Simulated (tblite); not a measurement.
# Br13H18Mg9P6S3: the cost of one run

Computed with tblite 0.8.0 and PySCF 2.14.0 and routines of our own; the level stands in each step. Atoms count from 0.

### 1 The starting structure

49 atoms, charge -1, multiplicity 1; geometry from: force field, distance geometry or constructed start.

### 2 Optimising the geometry with GFN1-xTB

The job: settings as JSON, then the geometry in Å.

```
{"job": {"kind": "relax", "xc": "GFN1-xTB", "basis": "xTB"}, "charge": -1, "multiplicity": 1}
Mg    -3.187700    -0.768100     0.867900
Mg    -1.208800    -1.910900    -2.382100
Mg     0.786600    -0.768600     0.870500
Mg    -1.206300    -1.909100     4.108000
Mg    -1.206600    -4.209000     0.872900
Mg     0.778100     1.527600    -2.377800
Mg     2.768400     2.676900     0.866200
Mg    -1.202200     2.677900     0.871000
Mg     0.784100     1.526000     4.113800
Br    -3.195400    -0.767100     3.304600
Br    -3.194700     1.526900     0.056200
S     -1.208100    -1.915500     0.058300
Br     0.778000    -0.765600    -3.181400
S      0.783600    -0.766900     3.300300
S      0.779200     1.533200     0.058500
Br    -1.207500    -4.207200     3.309300
Br     2.768700     2.677100     3.303900
Br    -1.206700     2.671800     3.302000
P      2.715900    -1.881700     0.082000
H      3.666700    -1.127600    -0.764900
H      3.661600    -2.426700     1.075200
H      2.535400    -3.080000    -0.767800
P     -1.150300     2.649900    -3.158600
H     -1.078500     3.346800    -4.463100
H     -2.375800     1.850300    -3.397600
H     -1.731400     3.726100    -2.333000
P      2.769000     4.912000     0.078800
H      2.767700     5.136300    -1.380200
H      1.641400     5.787100     0.457900
H      3.897000     5.787100     0.463300
P     -1.202000     4.910300     0.078400
H     -0.556500     5.195100    -1.216700
H     -2.508600     5.569800    -0.155700
H     -0.552500     5.944200     0.913000
P      0.730700    -5.323300     0.076200
H      1.952500    -5.277000     0.906400
H      0.649200    -6.782500    -0.157900
H      1.301900    -4.900800    -1.219500
P     -1.204500    -4.151800    -3.165300
H     -1.861400    -5.180400    -2.334300
H     -1.856700    -4.434300    -4.457800
H      0.102300    -4.813500    -3.394800
Br    -3.242000    -0.734000    -3.212100
Br     2.825200     2.706100    -3.210300
Br     0.777700     1.529800     6.616600
Br    -3.248800    -5.384700     0.032800
Br    -1.203200    -1.913400     6.613600
Br     4.809300     1.499300     0.038500
Br    -5.232200    -1.944400     0.036400
```

Command:

```
OMP_NUM_THREADS=4 python large_run.py task.json out
```

The driver reads the jobs from task.json and runs them one after another.

**Question.** How long does this first job take on 4 threads of Intel Xeon Platinum 8259CL at 2.50GHz, shared host, and how much memory does it need?

About 3.3 min, with a peak of 0.17 GiB.
